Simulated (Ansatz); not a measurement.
Run this with Ansatz's Python interface and show what comes out.

The script, `bend_ch4albrs.py`:
```python
"""Energy of CH4AlBrS against one bond angle."""

import ansatz as az
from ase import Atoms


def main() -> None:
    atoms = Atoms(["C", "Al", "S", "Br", "H", "H", "H", "H"], positions=[
        [-0.0919, 1.257, -0.1495],
        [-0.389, -0.67, -0.0036],
        [0.782, -1.8349, 1.5096],
        [-1.8485, -1.7787, -1.4232],
        [-0.8035, 1.6866, -0.9756],
        [-0.3951, 1.8, 0.8034],
        [0.9427, 1.5246, -0.4146],
        [1.8955, -2.0418, 0.5978],
    ])

    # start the scan from a relaxed geometry
    first = (
        az.Crystal.molecule_from_ase(atoms).calculation()
        .basis(gaussian="def2-SVP")
        .functional("pbe")
        .relax(force_tolerance=0.02, max_steps=80)
    )
    atoms.positions = first.run(threads=1, backend="cpu").report["positions_ang"]

    rows = []
    for angle in [85, 95, 105, 115, 125, 140, 160]:
        bent = atoms.copy()
        bent.set_angle(1, 2, 7, angle, indices=[7])
        setup = (
            az.Crystal.molecule_from_ase(bent).calculation()
            .basis(gaussian="def2-SVP")
            .functional("pbe")
        )
        rows.append((angle, setup.run(threads=1, backend="cpu").report["free_energy_ev"]))
    floor = min(e for _, e in rows)
    for angle, e in rows:
        print(f"angle Al1-S2-H7 = {angle:3d} deg   {1000 * (e - floor):9.1f} meV")


if __name__ == "__main__":
    main()
```

```console
$ python bend_ch4albrs.py
angle Al1-S2-H7 =  85 deg         0.1 meV
angle Al1-S2-H7 =  95 deg         0.0 meV
angle Al1-S2-H7 = 105 deg        60.0 meV
angle Al1-S2-H7 = 115 deg       174.8 meV
angle Al1-S2-H7 = 125 deg       334.2 meV
angle Al1-S2-H7 = 140 deg       621.7 meV
angle Al1-S2-H7 = 160 deg       975.6 meV
```

The scan is rigid, and the energies are electronic, in a modest basis. The zero is the lowest point of the grid, which needn't be the minimum. It ran for 40 s on 1 thread of Arm Neoverse V1 (shared host), peak memory 0.22 GiB.
